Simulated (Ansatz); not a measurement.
# C₆H₁₇NSi: up Jacob's ladder to CCSD(T)

One table from this session's results is given with a row withheld; the runs are named, their logs left out.

Program: Ansatz 0.2.0, Gaussian basis. Level of theory: functionals in def2-TZVPP, the program's frozen cores in correlated methods. These are calculated values, not measurements.

Levels to be run: LDA (SPW92), PBE-D4, revPBE-D4, BLYP-D4, r2SCAN-D4, B97M-V, PBE0-D4, B3LYP-D4, r2SCANh-D4, r2SCAN0-D4, HSE06-D4, BHLYP-D4, CAM-B3LYP-D4, LC-ωPBE, ωB97X-V, ωB97M-V, B2PLYP, PBE-QIDH; CCSD(T)/def2-SVP; CCSD(T)/def2-TZVPP; MP2/def2-QZVPP; extrapolation to the limit; RPA on PBE.

## The relaxed structure

An earlier PBE0-D4 in a triple-zeta def2 set relaxation fixed the geometry.

SMILES `CCN([SiH3])C(C)(C)C`, 25 atoms, charge 0, spin multiplicity 1.

Atoms are counted from 1 here; the program's logs count them from 0.

Bond lengths: C1–C2 1.520 Å, C1–H9 1.094 Å, C1–H10 1.091 Å, C1–H11 1.093 Å, C2–N3 1.458 Å, C2–H12 1.094 Å, C2–H13 1.096 Å, N3–Si4 1.722 Å, N3–C5 1.470 Å, Si4–H14 1.488 Å, Si4–H15 1.486 Å, Si4–H16 1.496 Å, C5–C6 1.528 Å, C5–C7 1.525 Å, C5–C8 1.531 Å, C6–H17 1.092 Å, C6–H18 1.093 Å, C6–H19 1.092 Å and more. Angles: C2–C1–H9 110.8°, C2–C1–H10 111.3°, C2–C1–H11 110.4°, H9–C1–H10 108.4°, H9–C1–H11 108.0°, H10–C1–H11 107.8°, C1–C2–N3 113.6°, C1–C2–H12 109.7°, C1–C2–H13 108.8°, N3–C2–H12 109.3°, N3–C2–H13 110.0°, H12–C2–H13 105.1°, C2–N3–Si4 117.7°, C2–N3–C5 117.5°, Si4–N3–C5 122.9°, N3–Si4–H14 113.8°, N3–Si4–H15 105.8°, N3–Si4–H16 114.2° and more.

Set-up of the first run:

File in.yaml:

```yaml
crystal:
  periodic: [false, false, false]
  atoms:
    - {symbol: C, position_ang: [-0.279487, -2.534811, 0.771922]}
    - {symbol: C, position_ang: [-0.950418, -1.379072, 0.048710]}
    - {symbol: N, position_ang: [-0.431978, -0.070482, 0.430120]}
    - {symbol: Si, position_ang: [-1.175473, 0.729094, 1.762006]}
    - {symbol: C, position_ang: [0.439216, 0.620488, -0.531978]}
    - {symbol: C, position_ang: [1.593346, -0.281728, -0.967234]}
    - {symbol: C, position_ang: [1.035474, 1.854069, 0.136743]}
    - {symbol: C, position_ang: [-0.361238, 1.066271, -1.758756]}
    - {symbol: H, position_ang: [-0.707126, -3.491355, 0.457354]}
    - {symbol: H, position_ang: [0.793715, -2.555645, 0.574471]}
    - {symbol: H, position_ang: [-0.418907, -2.441614, 1.851827]}
    - {symbol: H, position_ang: [-0.843669, -1.508980, -1.031921]}
    - {symbol: H, position_ang: [-2.029266, -1.424327, 0.236164]}
    - {symbol: H, position_ang: [-0.210958, 1.213184, 2.786535]}
    - {symbol: H, position_ang: [-2.064889, -0.280583, 2.393680]}
    - {symbol: H, position_ang: [-2.012581, 1.908438, 1.379991]}
    - {symbol: H, position_ang: [2.187640, -0.586122, -0.103094]}
    - {symbol: H, position_ang: [2.244794, 0.253871, -1.661982]}
    - {symbol: H, position_ang: [1.241878, -1.180933, -1.476792]}
    - {symbol: H, position_ang: [0.259806, 2.557128, 0.456713]}
    - {symbol: H, position_ang: [1.635512, 1.578756, 1.006350]}
    - {symbol: H, position_ang: [1.677383, 2.385305, -0.568735]}
    - {symbol: H, position_ang: [-0.814255, 0.215125, -2.271929]}
    - {symbol: H, position_ang: [-1.162144, 1.747534, -1.461599]}
    - {symbol: H, position_ang: [0.280224, 1.582290, -2.477963]}
basis:
  gaussian: {orbitals: def2-TZVPP}
hamiltonian: {xc: lda}
output: {orbitals: {seedname: orbitals}}
```

Run with:

```
ansatz run in.yaml --threads 4 --pin off --events-out ev --progress --plain --max-ram 46080MiB --backend cuda --devices 0, --max-vram 37GiB
```

Among the steps run: LDA; PBE-D4 (GGA); revPBE-D4 (GGA); BLYP-D4 (GGA); r2SCAN-D4 (meta-GGA); B97M-V (meta-GGA); PBE0-D4 (hybrid); B3LYP-D4 (hybrid); r2SCANh-D4 (hybrid); r2SCAN0-D4 (hybrid); HSE06-D4 (hybrid); BHLYP-D4 (hybrid); CAM-B3LYP-D4 (range-separated); LC-ωPBE (range-separated); ωB97X-V (range-separated); ωB97M-V (range-separated); B2PLYP (double hybrid); PBE-QIDH (double hybrid).

One table of the session follows, with a row left open; its other results are not shown here.

It belongs to the step «Orbital energies across the functionals». 

| functional | HOMO (eV) | LUMO (eV) | gap (eV) |
| --- | --- | --- | --- |
| LDA (SPW92) | ? | ? | ? |
| PBE-D4 | -4.93 | -0.05 | 4.88 |
| revPBE-D4 | -4.87 | 0.08 | 4.96 |
| BLYP-D4 | -4.82 | 0.05 | 4.86 |
| r2SCAN-D4 | -5.16 | 0.43 | 5.59 |
| B97M-V | -5.39 | 0.02 | 5.41 |
| PBE0-D4 | -6.21 | 0.78 | 6.99 |
| B3LYP-D4 | -6.01 | 0.53 | 6.53 |
| r2SCANh-D4 | -5.65 | 0.70 | 6.35 |
| r2SCAN0-D4 | -6.38 | 1.09 | 7.47 |
| HSE06-D4 | -5.81 | 0.41 | 6.22 |
| BHLYP-D4 | -7.45 | 1.51 | 8.96 |
| CAM-B3LYP-D4 | -7.58 | 1.65 | 9.22 |
| LC-ωPBE | -8.89 | 2.88 | 11.77 |
| ωB97X-V | -8.58 | 2.66 | 11.24 |
| ωB97M-V | -8.52 | 2.29 | 10.81 |

**Question.** Estimate the row for LDA (SPW92).

The run gave: HOMO (eV): -5.05; LUMO (eV): -0.33; gap (eV): 4.72. In the column «HOMO (eV)» it lies between r2SCAN-D4 (-5.16) and PBE-D4 (-4.93).
